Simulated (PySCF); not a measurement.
**C3H10SSi: runs on many settings, part 1 of 2**

Aim: see how C3H10SSi (`CCCS[SiH3]`) answers to the choice of functional, basis, grid and SCF options, and what happens with inputs that are wrong on purpose.

Programs: PySCF 2.14.0, with density-fitted response routines of our own. Each step states its level of theory. These are calculated values for one molecule in the gas phase, unless marked as measured. Atoms are numbered from 0 throughout.

## (1) The molecule as given

15 atoms, charge 0, multiplicity 1; geometry from: GFN2-xTB.

Bonds of the start (Å): C0–C1 1.52, C1–C2 1.52, C2–S3 1.83, S3–Si4 2.14, C0–H5 1.09, C0–H6 1.09, C0–H7 1.09, C1–H8 1.09, C1–H9 1.09, C2–H10 1.09, C2–H11 1.09, Si4–H12 1.46, Si4–H13 1.45, Si4–H14 1.46.

## (2) Shielding tensors: PBE0/pcSseg-1

What the job is given:

```
{"job": {"kind": "nmr", "xc": "PBE0", "basis": "pcSseg-1"}, "charge": 0, "multiplicity": 1}
C     -1.923136     0.497471     0.285409
C     -0.811610    -0.356470     0.879361
C     -0.101032    -1.190747    -0.174649
S      0.712586    -0.194393    -1.477445
Si     2.303641     0.744910    -0.399309
H     -1.521601     1.156649    -0.480798
H     -2.392737     1.103922     1.056079
H     -2.682485    -0.132637    -0.172339
H     -0.084608     0.283828     1.385750
H     -1.229511    -1.040500     1.623576
H      0.662166    -1.825709     0.276041
H     -0.812431    -1.817534    -0.711668
H      1.788929     1.855280     0.398224
H      3.202089     1.195794    -1.445449
H      2.885324    -0.271875     0.471200
```

Method: GIAO PBE0/pcSseg-1 NMR shielding, non-relativistic, gas phase.

Run with:

```sh
$ OMP_NUM_THREADS=1 python probes_run.py task.json out
```

This one command runs all jobs of the session in turn.

Output:

```text
coarse grid: 12712 points
cycle   1  E = -807.5159581517  dE =  1.962e-01  |g| = 3.299e-01  |ddm| = 3.288e+00
cycle   2  E = -807.5126607500  dE =  3.297e-03  |g| = 3.600e-01  |ddm| = 7.568e-01
cycle   3  E = -807.5475222487  dE = -3.486e-02  |g| = 3.067e-02  |ddm| = 3.974e-01
cycle   4  E = -807.5477101851  dE = -1.879e-04  |g| = 1.347e-02  |ddm| = 5.232e-02
cycle   5  E = -807.5477541426  dE = -4.396e-05  |g| = 5.294e-03  |ddm| = 1.997e-02
cycle   6  E = -807.5477608697  dE = -6.727e-06  |g| = 8.174e-04  |ddm| = 5.037e-03
final grid: 111016 points
cycle   7  E = -807.5794679073  dE = -2.502e-05  |g| = 7.475e-03  |ddm| = 2.224e-02
cycle   8  E = -807.5794594011  dE =  8.506e-06  |g| = 9.352e-03  |ddm| = 1.430e-02
cycle   9  E = -807.5794816865  dE = -2.229e-05  |g| = 6.307e-04  |ddm| = 8.785e-03
cycle  10  E = -807.5794817893  dE = -1.029e-07  |g| = 1.721e-04  |ddm| = 8.452e-04
cycle  11  E = -807.5794817966  dE = -7.237e-09  |g| = 3.462e-05  |ddm| = 1.644e-04
cycle  12  E = -807.5794817969  dE = -3.101e-10  |g| = 7.795e-06  |ddm| = 4.790e-05
converged SCF energy = -807.5794817969

GIAO shielding tensors (ppm)
atom      isotropic    diamagn.    paramagn.     s11        s22        s33       span
  0 C      173.892     247.639     -73.747    159.647    174.693    187.336     27.689
  1 C      160.278     248.763     -88.485    153.014    158.380    169.442     16.428
  2 C      147.465     250.985    -103.519    128.273    154.112    160.011     31.739
  3 S      704.346    1058.552    -354.206    563.785    643.428    905.823    342.038
  4 Si     405.268     879.810    -474.542    358.030    397.652    460.122    102.092
  5 H       29.643      30.441      -0.798     24.051     31.412     33.465      9.415
  6 H       30.693      29.080       1.613     26.100     27.713     38.266     12.165
  7 H       31.175      29.839       1.336     26.935     28.390     38.201     11.266
  8 H       30.387      32.704      -2.318     25.623     30.318     35.219      9.597
  9 H       30.014      30.709      -0.695     24.679     28.208     37.156     12.477
 10 H       28.899      31.954      -3.055     22.694     28.474     35.527     12.833
 11 H       29.258      31.549      -2.291     23.484     27.851     36.440     12.956
 12 H       27.030      29.670      -2.640     22.597     25.907     32.586      9.989
 13 H       27.246      28.780      -1.534     23.553     24.771     33.415      9.862
 14 H       27.274      29.545      -2.271     23.866     25.060     32.897      9.031
```

It took 63 s on 1 thread, shared host.

Shifts follow as δ = σ(reference) − σ, with reference shieldings (ppm) from runs at the same level and on the same kind of geometry: ¹H TMS 31.72, ¹³C TMS 186.9, ²⁹Si TMS 349.2, ³³S CS2 504. The references are single molecules in the gas phase. Atoms listed in one row are averaged.

| atoms | environment | σ (ppm) | δ (ppm) | δ scaled to CDCl3 |
| --- | --- | --- | --- | --- |
| C2 | sp3 CH2 bonded to S | 147.5 | 39.5 | 32.2 |
| C1 | sp3 CH2 | 160.3 | 26.6 | 24.1 |
| C0 | methyl carbon | 173.9 | 13.0 | 10.8 |
| H12, H13, H14 | hydrogen on a silicon bonded to S | 27.18 | 4.53 | – |
| H10, H11 | hydrogen on an sp3 CH2 bonded to S | 29.08 | 2.64 | 2.59 |
| H8, H9 | hydrogen on an sp3 CH2 | 30.20 | 1.52 | 1.54 |
| H5, H6, H7 | hydrogen on a methyl carbon | 30.50 | 1.21 | 1.25 |
| S3 | sulfur bonded to C, Si | 704 | -201 | – |
| Si4 | silicon bonded to S, 3 H | 405.3 | -56.1 | – |

The scaled column applies a straight-line fit of computed shieldings to shifts measured in CDCl3, with any fitted terms for Cl, Br or S neighbours (root-mean-square error 0.16 ppm for H, 1.9 ppm for C).

Charges from the same density, by scheme (e):

| atoms | Mulliken | IAO | Hirshfeld | ESP fit |
| --- | --- | --- | --- | --- |
| C0 | -0.27 | -0.42 | -0.12 | -0.25 |
| C1 | -0.28 | -0.25 | -0.07 | 0.26 |
| C2 | -0.33 | -0.33 | -0.06 | -0.36 |
| S3 | -0.29 | -0.20 | -0.09 | -0.29 |
| Si4 | 0.45 | 0.54 | 0.29 | 0.31 |

Mayer bond orders: C0–C1 1.05, C1–C2 1.01, C2–S3 1.00, S3–Si4 0.97.

Orbitals, density, ELF and potential are computed afterwards from the orbital file.

Frontier orbitals at PBE0/pcSseg-1, with the share of their density that lies nearest to each atom:

| orbital | energy (eV) | lies on |
| --- | --- | --- |
| HOMO | -6.80 | S3 76 % |
| LUMO | 0.31 | Si4 19 %; H12, H13, H14 about 17 % each; S3 16 % |

ELF in a plane through or near 4 of the atoms.

Ten even steps from ' ' (0.00) to '@' (1.00):
```
                                                        
                                                        
                                                        
                --****..                                
              --%%@@@@##..        ::**%%++              
              **@@@@@@@@::        **@@@@@@++            
            ..##@@@@@@@@          %%@@@@@@%%            
          ..::++@@@@@@##    ..  ..##@@@@@@**            
        ..::::....::**..  ==##**++******==              
          ::==--....::    ==%%**--##--..                
          --%%@@%%##==    ::**..%%**--                  
          ==@@@@@@@@==    ::****==%%**..                
          ==@@@@@@##  ..####++==--****::                
          ..**%%##..  **@@@@%%::  ..::                  
            ..::..    %%@@@@@@--                        
                      %%@@@@%%..                        
                      ..****::                          
                                                        
                                                        
                                                        
```
The map spans 12.4 Å across and 9.0 Å up, centred on the molecule. Atoms in the plane (x, y in Å): C1 (1.0, -0.2), H6 (2.4, 1.5), H10 (-0.3, -1.9), H12 (-1.9, 1.6).

On the surface of density 0.002 e/bohr³ the electrostatic potential runs, from the 1st to the 99th percentile, from -1.04 V near S3 to 1.22 V near H14.

## (3) TDDFT and polarisability: PBE0/def2-SVPD

Settings changed since step 2:

```diff
@@ -1,2 +1,2 @@
-{"job": {"kind": "nmr", "xc": "PBE0", "basis": "pcSseg-1"}, "charge": 0, "multiplicity": 1}
+{"job": {"kind": "uv", "xc": "PBE0", "basis": "def2-SVPD", "nstates": 6, "ntriplets": 2}, "charge": 0, "multiplicity": 1}
 C     -1.923136     0.497471     0.285409
```

Level: TDDFT PBE0/def2-SVPD, vertical, gas phase, core orbitals frozen in the response.

Output:

```text
coarse grid: 12712 points
cycle   1  E = -807.2183588025  dE =  1.574e-01  |g| = 3.115e-01  |ddm| = 4.561e+00
cycle   2  E = -807.2146431755  dE =  3.716e-03  |g| = 3.417e-01  |ddm| = 1.076e+00
cycle   3  E = -807.2477347247  dE = -3.309e-02  |g| = 3.105e-02  |ddm| = 5.105e-01
cycle   4  E = -807.2479541493  dE = -2.194e-04  |g| = 1.523e-02  |ddm| = 9.896e-02
cycle   5  E = -807.2480179063  dE = -6.376e-05  |g| = 5.058e-03  |ddm| = 3.446e-02
cycle   6  E = -807.2480244351  dE = -6.529e-06  |g| = 7.571e-04  |ddm| = 8.601e-03
final grid: 111016 points
cycle   7  E = -807.3369021417  dE = -2.709e-05  |g| = 7.206e-03  |ddm| = 7.962e-02
cycle   8  E = -807.3368937703  dE =  8.371e-06  |g| = 9.024e-03  |ddm| = 2.194e-02
cycle   9  E = -807.3369156931  dE = -2.192e-05  |g| = 6.866e-04  |ddm| = 1.298e-02
cycle  10  E = -807.3369158322  dE = -1.391e-07  |g| = 1.670e-04  |ddm| = 1.594e-03
cycle  11  E = -807.3369158392  dE = -7.071e-09  |g| = 3.960e-05  |ddm| = 3.164e-04
cycle  12  E = -807.3369158397  dE = -4.575e-10  |g| = 9.492e-06  |ddm| = 9.664e-05
converged SCF energy = -807.3369158397

Static polarisability (au): isotropic 85.515, principal 76.264 80.623 99.658

Singlet excitations
state   eV       nm        f      main configurations
  1   5.5778    222.3   0.01088   H->L 0.85, H->L+1 0.12
  2   5.8180    213.1   0.00390   H->L+1 0.83, H->L 0.13
  3   6.2922    197.0   0.00718   H->L+2 0.97
  4   6.7884    182.6   0.00629   H->L+3 0.63, H->L+4 0.28
  5   6.9388    178.7   0.00600   H->L+4 0.52, H->L+5 0.27, H->L+3 0.15
  6   6.9861    177.5   0.01761   H->L+5 0.49, H->L+3 0.18, H->L+6 0.11

Triplet excitations (Tamm-Dancoff, eV): 5.2472 5.3672
```

Run time: 68 s. Hardware: 1 thread, shared host.

Frontier orbitals and where they lie:

| orbital | eV | atoms |
| --- | --- | --- |
| HOMO−3 | -9.90 | Si4 18 %, C0 16 %, C1 16 % |
| HOMO−2 | -9.39 | C1 17 %, S3 16 %, C2 14 % |
| HOMO−1 | -8.34 | S3 57 %, Si4 13 %, C2 10 % |
| HOMO | -6.78 | S3 68 %, Si4 9 %, C2 8 % |
| LUMO | 0.15 | Si4 36 %, S3 24 %, H14 10 % |
| LUMO+1 | 0.47 | S3 37 %, Si4 21 %, C2 14 % |
| LUMO+2 | 0.55 | Si4 32 %, S3 10 %, H12 10 % |

With each of the 6 states as a Gaussian band of 0.4 eV half-width at 1/e, the curve within the window shown has maxima at 219 nm (ε 580), 179 nm (ε 1,200) L/(mol cm). Beyond the last state computed it falls off for lack of states. The curve at chosen wavelengths:

nm, ε (L/mol/cm) and a bar:
```
      170        575 ##############
      173        880 ######################
      176       1111 ############################
      179       1190 ##############################
      182       1110 ############################
      186        873 ######################
      189        695 #################
      192        565 #############
      195        485 ###########
      198        443 ##########
      201        427 ##########
      204        432 ##########
      207        457 ###########
      211        510 ############
      214        551 #############
      217        577 ##############
      220        579 ##############
      223        552 #############
      226        499 ############
      229        428 ##########
      232        349 ########
      236        246 #####
      239        180 ###
      242        126 ##
      245         85 #
      248         55
```

Leading natural transition orbitals of singlet state 6: the hole lies on S3 76 %; the particle on H10, H14 about 16 % each; S3 13 %; H5, H13 about 10 % each.

Leading natural transition orbitals of singlet state 1: the hole lies on S3 76 %; the particle on S3 25 %; H12, H14 about 15 % each; Si4 16 %.

Ground-state properties from the same run:

| property | computed |
| --- | --- |
| dipole moment (D) | 1.65 |
| polarisability (Å³) | 12.67 |
| HOMO–LUMO gap (eV) | 6.93 |
| −ε(HOMO) (eV) | 6.78 |

## (4) Nuclear shieldings: B97-2/def2-SVP

Settings changed since step 3:

```diff
@@ -1,2 +1,2 @@
-{"job": {"kind": "uv", "xc": "PBE0", "basis": "def2-SVPD", "nstates": 6, "ntriplets": 2}, "charge": 0, "multiplicity": 1}
+{"job": {"kind": "nmr", "xc": "B97-2", "basis": "def2-SVP", "pop": true, "scf": {"conv": 1e-11}}, "charge": 0, "multiplicity": 1}
 C     -1.923136     0.497471     0.285409
```

With the program's defaults for keys left out, this is: GIAO B97-2/def2-SVP NMR shielding, non-relativistic, gas phase.

Output:

```text
final grid: 111016 points
cycle   1  E = -807.7061864029  dE =  1.371e-01  |g| = 3.155e-01  |ddm| = 3.629e+00
cycle   2  E = -807.7028678568  dE =  3.319e-03  |g| = 3.434e-01  |ddm| = 8.806e-01
cycle   3  E = -807.7368290305  dE = -3.396e-02  |g| = 2.925e-02  |ddm| = 4.497e-01
cycle   4  E = -807.7370296080  dE = -2.006e-04  |g| = 1.320e-02  |ddm| = 5.998e-02
cycle   5  E = -807.7370756574  dE = -4.605e-05  |g| = 4.979e-03  |ddm| = 2.234e-02
cycle   6  E = -807.7370821852  dE = -6.528e-06  |g| = 6.462e-04  |ddm| = 5.651e-03
cycle   7  E = -807.7370823030  dE = -1.178e-07  |g| = 1.415e-04  |ddm| = 1.021e-03
cycle   8  E = -807.7370823093  dE = -6.245e-09  |g| = 3.481e-05  |ddm| = 2.340e-04
cycle   9  E = -807.7370823097  dE = -4.122e-10  |g| = 9.737e-06  |ddm| = 6.820e-05
cycle  10  E = -807.7370823097  dE = -2.683e-11  |g| = 2.284e-06  |ddm| = 1.828e-05
cycle  11  E = -807.7370823097  dE = -2.956e-12  |g| = 6.315e-07  |ddm| = 3.734e-06
converged SCF energy = -807.7370823097

GIAO shielding tensors (ppm)
atom      isotropic    diamagn.    paramagn.     s11        s22        s33       span
  0 C      182.549     245.026     -62.476    170.084    183.289    194.275     24.190
  1 C      170.577     246.765     -76.187    163.217    169.014    179.500     16.283
  2 C      158.303     247.953     -89.650    138.172    164.497    172.240     34.068
  3 S      749.430    1058.401    -308.971    625.792    691.338    931.161    305.369
  4 Si     462.354     880.280    -417.926    414.563    456.893    515.606    101.043
  5 H       29.991      31.573      -1.581     24.425     31.830     33.719      9.294
  6 H       31.053      29.071       1.982     26.633     28.153     38.371     11.738
  7 H       31.452      29.975       1.477     27.315     28.829     38.212     10.897
  8 H       30.640      33.747      -3.107     25.914     30.646     35.361      9.447
  9 H       30.365      30.245       0.119     25.186     28.512     37.396     12.210
 10 H       29.252      32.316      -3.064     23.149     28.760     35.846     12.697
 11 H       29.626      31.706      -2.080     23.958     28.192     36.728     12.770
 12 H       27.258      30.973      -3.716     22.944     26.080     32.748      9.804
 13 H       27.485      29.224      -1.739     23.881     24.998     33.576      9.695
 14 H       27.489      30.584      -3.094     24.122     25.221     33.125      9.003
```

Run time: 39 s. Hardware: 1 thread, shared host.

In short: σ C2 158.3, C1 170.6, C0 182.5, S3 749, H12 27.41, H10 29.44 ppm (means over like atoms).

## (5) NMR shieldings: KT2/cc-pVDZ-PP

Settings changed since step 4:

```diff
@@ -1,2 +1,2 @@
-{"job": {"kind": "nmr", "xc": "B97-2", "basis": "def2-SVP", "pop": true, "scf": {"conv": 1e-11}}, "charge": 0, "multiplicity": 1}
+{"job": {"kind": "nmr", "xc": "KT2", "basis": "cc-pVDZ-PP", "pop": true, "grid": 0, "gauge": [0, 0, 0], "scf": {"max_cycle": 76}}, "charge": 0, "multiplicity": 1}
 C     -1.923136     0.497471     0.285409
```

With the program's defaults for keys left out, this is: KT2/cc-pVDZ-PP.

Output:

```text
KeyError: 'Element c (Z=6) not found in basis cc-pVDZ-PP version 0'
```

Run time: 0.1 s. Hardware: 1 thread, shared host.

**What went wrong.** The basis cc-pVDZ-PP has no functions for an element of the molecule, so the input was refused before any integral. The remedy is to choose a basis that covers all elements.

(Continued in part 2 of 2.)
